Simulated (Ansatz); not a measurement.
This script drives Ansatz 0.2.0, Python API.

The script, `fgah2.py`:
```python
import ansatz as az


def main() -> None:
    geometry_ang = [
        ('F', (-0.4841, -0.557, 1.3241)),
        ('Ga', (-0.0759, 0.4117, -0.2022)),
        ('H', (-0.9325, -0.5331, -1.2292)),
        ('H', (1.548, 0.618, 0.0871)),
    ]
    fgah2 = az.Crystal.molecule()
    for symbol, xyz in geometry_ang:
        fgah2 = fgah2.atom(symbol, xyz)

    job = (
        fgah2.calculation()
        .basis(gaussian='def2-SVP')
        .correlation(active_electrons=6, active_orbitals=7)
    )
    for method in [None, 'sc_nevpt2', 'fic_mrcisd_q']:
        r = (job if method is None else job.correlation(method)).run(threads=1, backend='cpu').report
        space = r['configurations']
        state = space['states'][0]
        print(method or 'casscf', f'total {r["free_energy_ev"] / 27.211386246:.6f} Ha, active-space state {state["energy"]["hartree"]:.6f} Ha, mean field {r["reference_energy_ev"] / 27.211386246:.6f} Ha')
        print('  determinants', state['n_determinants'], ' natural occupations', [round(n, 3) for n in space['natural_occupations']])
    print('effectively unpaired electrons, sum of min(n, 2 - n):', round(sum(min(n, 2 - n) for n in space['natural_occupations']), 3))


if __name__ == '__main__':
    main()
```

It is started by `python fgah2.py`. Estimate its wall time and peak memory on 1 thread of Arm Neoverse V1 (shared host).

It took about 60 s, with a peak of 0.27 GiB, for 3 runs of the engine.

```console
$ python fgah2.py
casscf total -2023.606323 Ha, active-space state -2023.606323 Ha, mean field -2023.503750 Ha
  determinants 1225  natural occupations [1.982, 1.98, 1.976, 0.024, 0.02, 0.017, 0.001]
RunWarning: the results are in doubt because another end's mean lies 1.140 eV lower, and its corrected mean 0.619 eV higher
sc_nevpt2 total -2023.919157 Ha, active-space state -2023.564430 Ha, mean field -2023.503750 Ha
  determinants 1225  natural occupations [1.983, 1.968, 1.949, 0.056, 0.021, 0.017, 0.006]
fic_mrcisd_q total -2023.920014 Ha, active-space state -2023.606316 Ha, mean field -2023.503750 Ha
  determinants 1225  natural occupations [1.982, 1.98, 1.976, 0.024, 0.02, 0.017, 0.001]
effectively unpaired electrons, sum of min(n, 2 - n): 0.124
```
(Warnings from the package without file and line.)

Total energies depend on the basis set; only differences at equal settings carry meaning. The geometry is a force-field or estimated start, not a minimum of this method, and the basis set is short of its limit. The active space starts as a window about the frontier orbitals and is then optimised, not chosen by chemistry. A lower CASSCF solution was found and passed over, so the printed active-space state isn't the lowest.

(Lines on the test bed's own set-up are left out of the output.)
